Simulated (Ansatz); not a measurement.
# BGeH (singlet): wave-function methods side by side at a displaced geometry (v1), cc-pVDZ

One table from this session's results is given with a row withheld; the runs are named, their logs left out.

Computed with Ansatz 0.2.0, Gaussian basis. Level: cc-pVDZ, core rule «outside noble gas», up to 15 orbitals frozen.

Plan: UHF; CCSD(T) on RHF; CCSD(T) on UHF; BCCD(T) on RHF; CISD; CCSDT(Q) on RHF; CCSDT(Q) on UHF; CASSCF and MRCISD+Q, 8 electrons in 9 orbitals; CASSCF and NEVPT2, 8 electrons in 9 orbitals.

19 further runs of the same task are left out: 9 that didn't finish, 10 set aside as unsound or not needed.

## What is computed

The geometry is a PBE0/def2-TZVP stationary point (not a proven minimum) with its atoms shifted at random (size 0.040 Å). No spin-orbit coupling is included. The filled d shell of Ge may be among the frozen orbitals whatever the setting's name suggests; the logs give the count.

3 atoms, charge 0, spin multiplicity 1.

Atoms are counted from 1 here; the program's logs count them from 0.

Bond lengths: Ge1–B2 1.974 Å, B2–H3 1.233 Å. Angles: Ge1–B2–H3 176.1°.

Set-up of the first run:

File in.yaml:

```yaml
crystal:
  periodic: [false, false, false]
  atoms:
    - {symbol: Ge, position_ang: [-0.015433, -0.009008, 1.726129]}
    - {symbol: B, position_ang: [-0.016266, -0.025151, -0.247834]}
    - {symbol: H, position_ang: [0.031698, 0.034159, -1.478296]}
basis:
  gaussian: {orbitals: cc-pVDZ}
magnetization: {spin_polarized: true, initial_magnetization: 0}
hamiltonian: {xc: hf}
output: {orbitals: {seedname: orbitals}}
```

Launch:

```
$ ansatz run in.yaml --threads 1 --pin off --events-out ev --progress --plain --max-ram 2393MiB
```

Among the steps run: UHF; CCSD(T) on RHF; CCSD(T) on UHF; BCCD(T) on RHF; CISD; CCSDT(Q) on RHF; CCSDT(Q) on UHF; CASSCF and MRCISD+Q, 8 electrons in 9 orbitals; CASSCF and NEVPT2, 8 electrons in 9 orbitals.

One table of the session follows, with a row left open; its other results are not shown here.

| method | from RCCSDT(Q) (meV) |
| --- | --- |
| RHF | +5075.3 |
| UHF | +4210.3 |
| RMP2 | +1312.2 |
| UMP2 | +770.7 |
| CISD | +728.3 |
| RCCSD | +361.4 |
| UCCSD | -97.5 |
| RCCSD(T) | +162.8 |
| UCCSD(T) | -295.3 |
| BCCD(T) | +163.7 |
| RCCSDT | +64.8 |
| UCCSDT | -482.6 |
| RCCSDT(Q) | 0 |
| UCCSDT(Q) | ? |
| CASSCF valence | +2566.7 |
| NEVPT2 valence | +811.5 |
| MRCISD valence | +271.6 |
| MRCISD+Q valence | +144.8 |

Estimate the missing values for UCCSDT(Q).

As computed: from RCCSDT(Q) (meV): -553.4. In the column «from RCCSDT(Q) (meV)» it is the lowest.

The program flags UCCSD(T), RCCSDT(Q), UCCSDT(Q) as in doubt (see the logs), so the zero of the table is itself unsure.

To keep in mind: The determinant is far from a pure spin state, so its energy mixes those of several spin states (harmless only where they are near-degenerate, as at dissociation). The report flags that the cluster equations may have other roots. The program flags UCCSD(T), RCCSDT(Q), UCCSDT(Q) as in doubt, so the zero of the table is itself unsure. Warnings: restricted reference is unstable; spin contamination. Restricted and unrestricted rows rest on different reference determinants; where their highest levels disagree by more than a few hundredths of an eV, they describe different states and don't form one ladder.
